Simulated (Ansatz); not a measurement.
# Li started on a Ga site and Li started on a Ga site in perovskite LaGaO3, 40 atoms, charge 0

Aim: let the atoms about the defect relax, then read the frontier levels and the spin by PBEsol, HSE06 and r²SCAN.

Method: density functional theory in Ansatz 0.2.0, PAW datasets, plane waves.

## Step 1: Starting point

40 atoms (8 La, 2 Li, 6 Ga, 24 O); a = 7.729 Å, b = 7.729 Å, c = 7.729 Å, α = 90.00°, β = 90.00°, γ = 90.00°. All atoms were shaken off their sites by about 0.02 Å along each axis. Defect site 1: (0.250, 0.250, 0.250). Defect site 2: (0.250, 0.750, 0.750). Starting moments add up to 2 μB.

The runs, in order: (2) PBEsol relaxation at the single k point (¼, ¼, ¼), on 1 × NVIDIA GB300 Max-Q with 8 threads of Arm Neoverse-V2; (3) HSE06 single point at the single k point (¼, ¼, ¼), on 1 × NVIDIA GB300 Max-Q with 8 threads of Arm Neoverse-V2; (4) r²SCAN single point at the single k point (¼, ¼, ¼), on 1 × NVIDIA GB300 Max-Q with 8 threads of Arm Neoverse-V2.

## Step 2: Relaxing the atoms with PBEsol

in.yaml

```yaml
crystal:
  lattice:
    - [7.729308, 0.000000, 0.000000]
    - [0.000000, 7.729308, 0.000000]
    - [0.000000, 0.000000, 7.729308]
  atoms:
    - { symbol: La, position: [0.000278, 0.001440, 0.002998] }
    - { symbol: La, position: [0.000726, 0.998466, 0.499796] }
    - { symbol: La, position: [0.002008, 0.498371, 0.000167] }
    - { symbol: La, position: [0.005006, 0.503038, 0.501659] }
    - { symbol: La, position: [0.498590, 0.001629, 0.997814] }
    - { symbol: La, position: [0.500415, 0.998821, 0.503337] }
    - { symbol: La, position: [0.500553, 0.499928, 0.998958] }
    - { symbol: La, position: [0.505740, 0.498112, 0.505186] }
    - { symbol: Li, position: [0.253599, 0.247344, 0.249129], spin: 0.143 }
    - { symbol: Li, position: [0.249997, 0.748252, 0.751308], spin: 0.143 }
    - { symbol: Ga, position: [0.251157, 0.252594, 0.749837] }
    - { symbol: Ga, position: [0.252280, 0.751097, 0.247801] }
    - { symbol: Ga, position: [0.749381, 0.249401, 0.249744] }
    - { symbol: Ga, position: [0.748906, 0.252321, 0.749766] }
    - { symbol: Ga, position: [0.748485, 0.748441, 0.247354] }
    - { symbol: Ga, position: [0.750068, 0.747862, 0.749025] }
    - { symbol: O, position: [0.256241, 0.250583, 0.996795], spin: 0.143 }
    - { symbol: O, position: [0.252437, 0.251960, 0.498005], spin: 0.143 }
    - { symbol: O, position: [0.252627, 0.749680, 0.995529], spin: 0.143 }
    - { symbol: O, position: [0.254238, 0.752232, 0.502043], spin: 0.143 }
    - { symbol: O, position: [0.757509, 0.247886, 0.995587] }
    - { symbol: O, position: [0.747037, 0.249508, 0.501311] }
    - { symbol: O, position: [0.750827, 0.749711, 0.999223] }
    - { symbol: O, position: [0.750201, 0.749106, 0.498918] }
    - { symbol: O, position: [0.999143, 0.253423, 0.254551], spin: 0.143 }
    - { symbol: O, position: [0.000351, 0.251723, 0.747418] }
    - { symbol: O, position: [0.002701, 0.749736, 0.253051] }
    - { symbol: O, position: [0.003485, 0.748996, 0.749195], spin: 0.143 }
    - { symbol: O, position: [0.503082, 0.246461, 0.250385], spin: 0.143 }
    - { symbol: O, position: [0.498063, 0.246759, 0.750028] }
    - { symbol: O, position: [0.497608, 0.750742, 0.246254] }
    - { symbol: O, position: [0.498545, 0.747353, 0.747575], spin: 0.143 }
    - { symbol: O, position: [0.251393, 0.000551, 0.244762], spin: 0.143 }
    - { symbol: O, position: [0.248949, 0.000827, 0.751457], spin: 0.143 }
    - { symbol: O, position: [0.249551, 0.498192, 0.250246], spin: 0.143 }
    - { symbol: O, position: [0.251265, 0.501277, 0.752660], spin: 0.143 }
    - { symbol: O, position: [0.751622, 0.000139, 0.251229] }
    - { symbol: O, position: [0.748676, 0.001369, 0.754966] }
    - { symbol: O, position: [0.750722, 0.500512, 0.248636] }
    - { symbol: O, position: [0.746262, 0.499640, 0.748317] }
  symmetry: { detect: false }
kpoints:
  mp_grid: { grid: [1, 1, 1], shift: [0.25, 0.25, 0.25] }
hamiltonian:
  xc: pbesol
magnetization:
  spin_polarized: true
scf:
  occupations: { method: fermi_dirac, width: 0.01 }
relax:
  f_tol: 0.03
  max_steps: 80
  escape_saddle: false
  adjacent_minimum: "off"
output:
  forces: true
  eigenvalues: true
  populations: true
```

On the command line:

```console
> ansatz run in.yaml --threads 8 --pin off --max-ram 118750MiB --runs-dir r --events-out ev --progress --plain --backend cuda --devices 0,
```

Further steps of the session: Single point with HSE06; Single point with r²SCAN.

Q: Predict the outcome of this session. Wanted: for each run, top filled to lowest empty; moment.

As calculated:

| level | time | top filled to lowest empty (eV) | moment (μB) |
| --- | --- | --- | --- |
| PBEsol, relaxation | 16 s (GPU) | 0.08 | 4.00 |
| HSE06 | 36 s (GPU) | 0.58 | 4.00 |
| r²SCAN | 5.6 s (GPU) | 0.14 | 4.00 |

| quantity | value |
| --- | --- |
| relaxation | 11 recorded steps, 2.37 eV gained |
| largest shift | 0.45 Å (O27) |
| largest local moment | +0.30 μB on O |

The relaxation lowers the energy by 2.37 eV; the largest shift is 0.45 Å (O27). At the same k points, PBEsol gives a spacing 0.50 eV smaller and r²SCAN gives a spacing 0.45 eV smaller than the 0.58 eV of HSE06. In a defect cell this spacing can involve defect levels, so it need not be the gap. The price of HSE06 is about 6.5 times the time of r²SCAN here.
